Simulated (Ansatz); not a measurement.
SiNi2:

```
CELL_PARAMETERS angstrom
4.99000 0.00000 0.00000
0.00000 3.72000 0.00000
0.00000 0.00000 7.03000
ATOMIC_POSITIONS crystal
Ni 0.32500 0.75000 0.93700
Ni 0.67500 0.25000 0.06300
Ni 0.17500 0.25000 0.43700
Ni 0.82500 0.75000 0.56300
Ni 0.45800 0.75000 0.29700
Ni 0.54200 0.25000 0.70300
Ni 0.04200 0.25000 0.79700
Ni 0.95800 0.75000 0.20300
Si 0.78600 0.75000 0.88600
Si 0.21400 0.25000 0.11400
Si 0.71400 0.25000 0.38600
Si 0.28600 0.75000 0.61400
```

```yaml
Program: Ansatz 0.2.0
Task: relaxation of cell and atoms
Functional: revPBE
Potentials_or_basis: Ansatz PAW
Cutoff: "420 eV (not typed: the program's choice for these potentials)"
k_mesh: 6 × 7 × 4
Occupations: fermi-dirac, width 0.05 eV
Spin: collinear spin, ferromagnetic start
Starting_moments: "[1.0, 1.0, 1.0, 1.0, 1.0, 1.0, 1.0, 1.0, 0.0, 0.0, 0.0, 0.0] μB"
```

At the start: volume 10.87 Å³/atom.

Question: How do energy, volume and symmetry change on relaxing?

Answer: It ends after 7 steps and the volume is 11.24 Å³/atom (+3.3 %); space group Pnma (No. 62, to 0.05 Å); moment 0.00 μB per cell.

The path:
| step | energy change (eV) | largest force (eV/Å) | volume (Å³) |
| --- | --- | --- | --- |
| 1 | 0.0000 | 0.3727 | 130.50 |
| 2 | -0.0833 | 0.2246 | 132.70 |
| 3 | -0.1122 | 0.0461 | 134.70 |
| 4 | -0.1127 | 0.0234 | 134.88 |
| 5 | -0.1128 | 0.0144 | 134.87 |
| 6 | -0.1129 | 0.0007 | 134.86 |
| 7 | -0.1145 | 0.0008 | 134.86 |

Final structure:
```cif
data_structure
_symmetry_space_group_name_H-M 'P 1'
_symmetry_Int_Tables_number 1
_cell_length_a 5.0637
_cell_length_b 3.7497
_cell_length_c 7.1028
_cell_angle_alpha 90.000
_cell_angle_beta 90.000
_cell_angle_gamma 90.000
_cell_volume 134.86
loop_
_atom_site_label
_atom_site_type_symbol
_atom_site_fract_x
_atom_site_fract_y
_atom_site_fract_z
_atom_site_occupancy
Ni1 Ni 0.33133 0.75000 0.93974 1
Ni2 Ni 0.66867 0.25000 0.06026 1
Ni3 Ni 0.16867 0.25000 0.43974 1
Ni4 Ni 0.83133 0.75000 0.56026 1
Ni5 Ni 0.45934 0.75000 0.29702 1
Ni6 Ni 0.54066 0.25000 0.70298 1
Ni7 Ni 0.04066 0.25000 0.79702 1
Ni8 Ni 0.95934 0.75000 0.20298 1
Si1 Si 0.78587 0.75000 0.88512 1
Si2 Si 0.21413 0.25000 0.11488 1
Si3 Si 0.71413 0.25000 0.38512 1
Si4 Si 0.28587 0.75000 0.61488 1
```

Caveat: the plane-wave basis is chosen anew once the cell has moved, so the energies of steps on either side of that aren't comparable; the PAW data sets come from PBE, with cores solved anew for the run's functional, which leaves a small shift of forces and pressure; the starting moments weren't kept.
